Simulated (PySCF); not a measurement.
# C2H2B2Cl2F2: the cost of one run

The runs use PySCF 2.14.0, with density-fitted response routines of our own; the level of theory stands in each step. All values are computed, except where a source is named. Atoms count from 0, in the outputs and in this text.

## 1. Starting geometry

10 atoms, charge 0, multiplicity 1; geometry from: GFN2-xTB. The atoms were then displaced at random by about 0.01 Å, so the start is not that level's minimum.

Bonds of the start (Å): C0–C1 1.36, C1–B2 1.55, B2–F3 1.35, B2–F4 1.32, C1–B5 1.58, B5–Cl6 1.70, B5–Cl7 1.72, C0–H8 1.10, C0–H9 1.05.

## 2. Relaxing the molecule at PBE0-D3(BJ)/def2-SVP

What the job is given:

```
{"job": {"xc": "PBE0", "basis": "def2-SVP", "d3": "d3bj", "grid": 1, "shake": 0.01, "kind": "geom"}, "charge": 0, "multiplicity": 1}
C     -0.495290    -1.360070    -0.037000
C     -0.022750    -0.089540    -0.008110
B      1.519850     0.069920     0.087980
F      2.364240    -0.966990     0.259710
F      2.176690     1.209880    -0.011950
B     -0.988170     1.160130    -0.063040
Cl    -2.578720     0.963740    -0.643520
Cl    -0.471950     2.708130     0.471340
H     -1.577900    -1.514720    -0.096890
H      0.124430    -2.201410     0.020420
```

The run is started by

```sh
$ OMP_NUM_THREADS=1 python probes_run.py task.json out
```

The driver reads the jobs from task.json and runs them one after another.

Q: Estimate the wall time and peak memory of this first job on 1 thread of Arm Neoverse V1, shared host.

About 63 s, with a peak of 0.5 GiB.
